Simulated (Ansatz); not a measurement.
# GaN (F-43m): equation of state with a fit, by script

Aim: an equation of state with a fit, for GaN (F-43m), run from a script.

Program: Ansatz 0.2.0, driven from Python. Level of theory: DFT r2SCAN, plane waves, PAW. These are calculated values, not measurements.

### 1 The system

The structure is cubic, space group F-43m (No. 216). Conventional cell: a = 4.507 Å, b = 4.507 Å, c = 4.507 Å, α = 90.00°, β = 90.00°, γ = 90.00°. Around Ga (site symmetry -43m) lie 4 N at 1.95 Å. N (site symmetry -43m) has 4 Ga at 1.95 Å as nearest neighbours.

The script holds or builds the structure itself.

### 2 The script

The input, eos.py:

```python
'''Equation of state of GaN.'''

from dataclasses import dataclass
import warnings

import ansatz
import numpy as np
from scipy.optimize import curve_fit


@dataclass
class RunConfig:
    xc: str = 'r2scan'
    occupations: str = 'fixed'
    cutoff: int = 600
    kgrid: tuple[int, ...] = (8, 8, 8)


settings = RunConfig()

VECTORS = np.array([
    [0.0, 2.253501, 2.253501],
    [2.253501, 0.0, 2.253501],
    [2.253501, 2.253501, 0.0],
])
SITES = [
    ('Ga', [0.0, 0.0, 0.0]),
    ('N', [0.75, 0.75, 0.75]),
]


def crystal_on(cell):
    crystal = ansatz.Crystal(lattice=ansatz.Lattice.of(cell))
    for symbol, position in SITES:
        crystal = crystal.atom(symbol, position)
    return crystal

def vinet(v, e0, v0, b0, b1):
    eta = (v / v0) ** (1 / 3)
    return e0 + 2 * b0 * v0 / (b1 - 1) ** 2 * (2 - (5 + 3 * b1 * (eta - 1) - 3 * eta) * np.exp(-1.5 * (b1 - 1) * (eta - 1)))

warnings.simplefilter('ignore', ansatz.DeckWarning)

# uniform scaling of the cell
volumes, energies, pressures = [], [], []
for scale in np.linspace(0.88, 1.12, 7):
    cell = VECTORS * scale ** (1 / 3)
    setup = (
        crystal_on(cell).calculation()
        .pseudopotentials('paw')
        .functional(settings.xc)
        .occupations(settings.occupations)
        .basis(settings.cutoff)
        .kpoints(*settings.kgrid)
        .stress()
    )
    report = setup.run(threads=1).report
    volumes.append(abs(np.linalg.det(cell)) / len(SITES))
    energies.append(report['free_energy_ev'] / len(SITES))
    pressures.append(np.trace(report['stress_gpa']) / 3)
    print(f'V = {volumes[-1]:8.4f} A^3/atom  F = {energies[-1]:.5f} eV/atom  P = {pressures[-1]:8.3f} GPa')

guess = (min(energies), volumes[int(np.argmin(energies))], 0.5, 4.5)
(e0, v0, b0, b1), _ = curve_fit(vinet, np.array(volumes), np.array(energies), p0=guess, maxfev=20000)
print(f'Vinet fit: V0 = {v0:.4f} A^3/atom, B0 = {160.21766 * b0:.1f} GPa, B1 = {b1:.2f}')
print('largest residual', round(1000 * float(np.abs(vinet(np.array(volumes), e0, v0, b0, b1) - energies).max()), 3), 'meV/atom')
```

### 3 The input behind the calls

The engine receives this input (first run):

```yaml
crystal:
  lattice:
    - [0.0, 2.159493887862168, 2.159493887862168]
    - [2.159493887862168, 0.0, 2.159493887862168]
    - [2.159493887862168, 2.159493887862168, 0.0]
  atoms:
    - { symbol: Ga, position: [0.0, 0.0, 0.0] }
    - { symbol: "N", position: [0.75, 0.75, 0.75] }
basis:
  ecutwfc: 600.0
kpoints:
  mp_grid:
    grid: [8, 8, 8]
hamiltonian:
  xc: r2scan
  pseudopotentials:
    kind: paw
scf:
  occupations:
    method: fixed
output:
  stress: true
```

### 4 Launch

Command:

```
python eos.py
```

What it wrote:

```text
V =  10.0706 A^3/atom  F = -2088.07431 eV/atom  P =   31.024 GPa
V =  10.5284 A^3/atom  F = -2088.14355 eV/atom  P =   17.913 GPa
V =  10.9861 A^3/atom  F = -2088.17907 eV/atom  P =    7.336 GPa
V =  11.4439 A^3/atom  F = -2088.18740 eV/atom  P =   -1.203 GPa
V =  11.9016 A^3/atom  F = -2088.17378 eV/atom  P =   -8.093 GPa
V =  12.3594 A^3/atom  F = -2088.14244 eV/atom  P =  -13.644 GPa
V =  12.8171 A^3/atom  F = -2088.09686 eV/atom  P =  -18.099 GPa
Vinet fit: V0 = 11.3732 A^3/atom, B0 = 196.8 GPa, B1 = 4.32
largest residual 0.01 meV/atom
```

Run time: 24 s. Hardware: 1 thread of Arm Neoverse V2, shared host; peak memory 0.49 GiB.

### 5 What changed from run to run

The engine's inputs for some of the other runs:

Run 3, against run 1:

```diff
@@ -3,3 +3,3 @@
-    - [0.0, 2.159493887862168, 2.159493887862168]
-    - [2.159493887862168, 0.0, 2.159493887862168]
-    - [2.159493887862168, 2.159493887862168, 0.0]
+    - [0.0, 2.2230445502863154, 2.2230445502863154]
+    - [2.2230445502863154, 0.0, 2.2230445502863154]
+    - [2.2230445502863154, 2.2230445502863154, 0.0]
```

Run 6, against run 1:

```diff
@@ -3,3 +3,3 @@
-    - [0.0, 2.159493887862168, 2.159493887862168]
-    - [2.159493887862168, 0.0, 2.159493887862168]
-    - [2.159493887862168, 2.159493887862168, 0.0]
+    - [0.0, 2.31205950348713, 2.31205950348713]
+    - [2.31205950348713, 0.0, 2.31205950348713]
+    - [2.31205950348713, 2.31205950348713, 0.0]
```

Run 7, against run 1:

```diff
@@ -3,3 +3,3 @@
-    - [0.0, 2.159493887862168, 2.159493887862168]
-    - [2.159493887862168, 0.0, 2.159493887862168]
-    - [2.159493887862168, 2.159493887862168, 0.0]
+    - [0.0, 2.3402581302031127, 2.3402581302031127]
+    - [2.3402581302031127, 0.0, 2.3402581302031127]
+    - [2.3402581302031127, 2.3402581302031127, 0.0]
```

### 6 What each run gave

From the records of these 7 runs:

```tsv
run	volume (Å³/atom)	energy from run 4 (meV/atom)	pressure (GPa)	gap on the mesh (eV)	SCF cycles	CPU time (s)
1	10.071	113.10	31.02	2.98	8	2.6
2	10.528	43.86	17.91	2.69	8	3
3	10.986	8.33	7.34	2.40	8	3.4
4	11.444	0.00	-1.20	2.13	8	3.3
5	11.902	13.63	-8.09	1.86	8	3.3
6	12.359	44.97	-13.64	1.61	8	3.4
7	12.817	90.55	-18.10	1.37	8	3.4
```

### 7 What came out

| quantity | value |
| --- | --- |
| runs compared | 7 |
| range of energy | 113.10 meV/atom |
| lowest point, volume (Å³/atom) | 11.444 |
| equilibrium volume (fit) | 11.37 Å³/atom |
| bulk modulus (fit) | 196 GPa |

**Reading.** A third-order Birch-Murnaghan fit through the 7 points (the script's own form differs a little) has its minimum at 11.37 Å³ an atom, 0.6 % below the typed cell, with a bulk modulus of 196 GPa and dB/dP = 4.3. From that minimum the energy rises by 113.3 meV an atom on the compressed side and 90.8 meV on the expanded side. Pressure is positive in compression. This cell is a computed structure, which may not be the phase found in nature.
